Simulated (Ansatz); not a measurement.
# BF2H3S: search for a transition state

Wanted: the transition state of a four-centre ligand exchange (form B1–H6, S2–H5 and break B1–S2, H5–H6). The guess is relaxed with those distances held, a saddle search follows, and vibrations and two downhill relaxations check it.

Computed with Ansatz 0.2.0, Gaussian basis. Level: PBE0-D4, def2-SVP first, then def2-TZVP.

31 further runs of the same task are left out: 31 set aside as unsound or not needed.

## Step 1: Starting geometry

The guess: 7 atoms, charge 0, spin multiplicity 1.

Atoms are counted from 1 here; the program's logs count them from 0.

Bond lengths: B1–F3 1.312 Å, B1–F4 1.316 Å, S2–H7 1.329 Å. Angles: F3–B1–F4 121.7°.

Coordinates:

```xyz
7
BF2H3S
B    -0.6858   -0.1991   -0.1009
S     1.2932    0.3907   -0.8745
F    -1.2868   -1.1093   -0.8301
F    -1.3410    0.8231    0.4077
H     0.7471   -0.5457    0.5594
H    -0.0156   -0.9082    1.0601
H     1.2888    1.5487   -0.2217
```

Distances that are to change: B1–H6 1.52 Å, S2–H5 1.80 Å, B1–S2 2.21 Å, H5–H6 0.98 Å.

## Step 2: Constrained relaxation of the guess

File hold/in.yaml:

```yaml
crystal:
  periodic: [false, false, false]
  atoms:
    - {symbol: B, position_ang: [-0.685800, -0.199100, -0.100900]}
    - {symbol: S, position_ang: [1.293200, 0.390700, -0.874500]}
    - {symbol: F, position_ang: [-1.286800, -1.109300, -0.830100]}
    - {symbol: F, position_ang: [-1.341000, 0.823100, 0.407700]}
    - {symbol: H, position_ang: [0.747100, -0.545700, 0.559400]}
    - {symbol: H, position_ang: [-0.015600, -0.908200, 1.060100]}
    - {symbol: H, position_ang: [1.288800, 1.548700, -0.221700]}
basis:
  gaussian: {orbitals: def2-SVP}
hamiltonian: {xc: pbe0, dispersion: d4}
relax: {f_tol: 0.08, max_steps: 120, escape_saddle: false, constraints: [{distance: [0, 5]}, {distance: [1, 4]}, {distance: [0, 1]}, {distance: [4, 5]}]}
```

No record of the launch command was kept for these runs.

The runs that follow: Force constants to start from; Saddle search in the small basis; Saddle search in triple zeta; Checking the order of the point; Relaxing after a step of 0.30 Å one way along the mode; Relaxing after a step of 0.30 Å the other way along the mode.

**Question.** What will these runs give? Wanted: imaginary mode; barrier from the start side; barrier from the end side; energy of the step; pairs that change; zero-point energy at the saddle.

As calculated:

| quantity | value |
| --- | --- |
| imaginary mode | 1087i cm⁻¹ |
| barrier from the start side | 35.7 kcal/mol |
| barrier from the end side | 28.0 kcal/mol |
| energy of the step | +7.7 kcal/mol |
| pairs that change | B1–H6 formed, S2–H5 formed, B1–S2 broken, H5–H6 broken |
| zero-point energy at the saddle | 0.934 eV |

**Reading.** One imaginary mode, 1087i cm⁻¹, makes this a first-order saddle. It joins the planned start and end. At PBE0-D4/def2-TZVP the electronic barrier is 35.7 kcal/mol, about 60 kT at 298 K, and the step runs 7.7 kcal/mol uphill. With so stiff a mode tunnelling counts: Wigner's rough correction is a factor of 2.1 at 298 K. Lower complexes than these ends may exist.
